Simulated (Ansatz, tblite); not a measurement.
**(Br2Ga-mu-SH)3 (Br₆Ga₃H₃S₃): rung by rung**

One table from this session's results is given with a row withheld; the runs are named, their logs left out.

Computed with Ansatz 0.2.0, Gaussian basis. Level: as each input shows.

Plan: GFN1-xTB, GFN2-xTB, PBE-D4/def2-TZVP, r2SCAN-D4/def2-TZVP, revPBE-D4/def2-TZVP, BHLYP-D4/def2-TZVP, HF/def2-TZVP, PBE-D4/def2-SVP, PBE0-D4/def2-SVP, HF/STO-3G, MP2/def2-TZVP, RPA/def2-TZVP.

## The geometry

The geometry is that of the singlet, from an earlier relaxation (r2SCAN-D4/def2-SVP).

15 atoms, charge 0, spin multiplicity 1.

Bond lengths: Ga1–Br2 2.314 Å, Ga1–Br3 2.290 Å, Ga1–S4 2.353 Å, Ga1–S12 2.365 Å, S4–Ga5 2.396 Å, S4–H13 1.357 Å, Ga5–Br6 2.299 Å, Ga5–Br7 2.287 Å, Ga5–S8 2.364 Å, S8–Ga9 2.365 Å, S8–H14 1.366 Å, Ga9–Br10 2.284 Å, Ga9–Br11 2.297 Å, Ga9–S12 2.395 Å, S12–H15 1.357 Å. Angles: Br2–Ga1–Br3 118.2°, Br2–Ga1–S4 103.7°, Br2–Ga1–S12 113.6°, Br3–Ga1–S4 109.8°, Br3–Ga1–S12 106.2°, S4–Ga1–S12 104.5°, Ga1–S4–Ga5 106.4°, Ga1–S4–H13 96.4°, Ga5–S4–H13 93.4°, S4–Ga5–Br6 104.7°, S4–Ga5–Br7 106.4°, S4–Ga5–S8 108.2°, Br6–Ga5–Br7 120.9°, Br6–Ga5–S8 108.3°, Br7–Ga5–S8 107.7°, Ga5–S8–Ga9 107.3°, Ga5–S8–H14 98.3°, Ga9–S8–H14 95.5° and more.

PBE0-D4/def2-TZVP was run before; its log isn't repeated, and its numbers join the tables.

Set-up of the first run:

Tight binding, by tblite at 300 K electronic temperature and without a spin-polarisation term:

```python
tblite.interface.Calculator('GFN1-xTB', numbers, positions, charge=0, uhf=0).singlepoint()
```

Tight binding, by tblite at 300 K electronic temperature and without a spin-polarisation term:

```python
tblite.interface.Calculator('GFN2-xTB', numbers, positions, charge=0, uhf=0).singlepoint()
```

start.molden holds the orbitals of an earlier run on this state, given as this run's starting guess.

in.yaml reads:

```yaml
crystal:
  periodic: [false, false, false]
  atoms:
    - {symbol: Ga, position_ang: [1.148291, 1.672968, -0.296814]}
    - {symbol: Br, position_ang: [2.713669, 0.759662, 1.141618]}
    - {symbol: Br, position_ang: [1.717147, 3.563498, -1.456991]}
    - {symbol: S, position_ang: [-0.695329, 2.118681, 1.094897]}
    - {symbol: Ga, position_ang: [-1.830458, 0.031113, 1.400709]}
    - {symbol: Br, position_ang: [-3.159658, -0.187636, -0.462359]}
    - {symbol: Br, position_ang: [-2.743870, 0.092255, 3.495995]}
    - {symbol: S, position_ang: [-0.217506, -1.697216, 1.369119]}
    - {symbol: Ga, position_ang: [0.411953, -2.031341, -0.886059]}
    - {symbol: Br, position_ang: [-1.158789, -3.351250, -1.890482]}
    - {symbol: Br, position_ang: [2.611375, -2.691107, -0.921436]}
    - {symbol: S, position_ang: [0.326518, 0.138205, -1.897156]}
    - {symbol: H, position_ang: [-1.534607, 2.522074, 0.108044]}
    - {symbol: H, position_ang: [0.876501, -0.950575, 1.702216]}
    - {symbol: H, position_ang: [1.534765, 0.010659, -2.501291]}
basis:
  gaussian: {orbitals: def2-TZVP, fitting: {mean_field: def2-universal-jkfit}, initial_orbitals: start.molden}
hamiltonian: {xc: pbe, dispersion: d4}
scf: {omitted_lower_state_checks: [starts]}
output: {orbitals: {seedname: orbitals}}
```

Launch:

```
> ansatz run in.yaml --threads 2 --pin off --events-out ev --progress --plain --max-ram 32768MiB --backend cuda --devices 0, --max-vram 18GiB
```

Steps of the session up to this table: PBE-D4/def2-TZVP; r2SCAN-D4/def2-TZVP; revPBE-D4/def2-TZVP; BHLYP-D4/def2-TZVP; HF/def2-TZVP; PBE-D4/def2-SVP; PBE0-D4/def2-SVP; HF/STO-3G; MP2/def2-TZVP; RPA/def2-TZVP.

One of the session's tables, all rows but one given; the rest of the session is left out.

It belongs to the step «Binding energy». 

```
              level  binding an atom (eV)
       HF/def2-TZVP                 2.024
    PBE-D4/def2-SVP                 2.952
   PBE-D4/def2-TZVP                 2.929
revPBE-D4/def2-TZVP                 2.844
r2SCAN-D4/def2-TZVP                 2.943
   PBE0-D4/def2-SVP                 2.922
  PBE0-D4/def2-TZVP                     ?
 BHLYP-D4/def2-TZVP                 2.792
      MP2/def2-TZVP                 2.943
```

Q: Estimate the row for PBE0-D4/def2-TZVP from the others.

As computed: binding an atom (eV): 2.910. In the column «binding an atom (eV)» it lies between revPBE-D4/def2-TZVP (2.844) and PBE0-D4/def2-SVP (2.922).

Caveats from the session: Free atoms were run apart at each level; binding is atoms less cluster, divided by the number of atoms, without zero-point or spin-orbit terms.
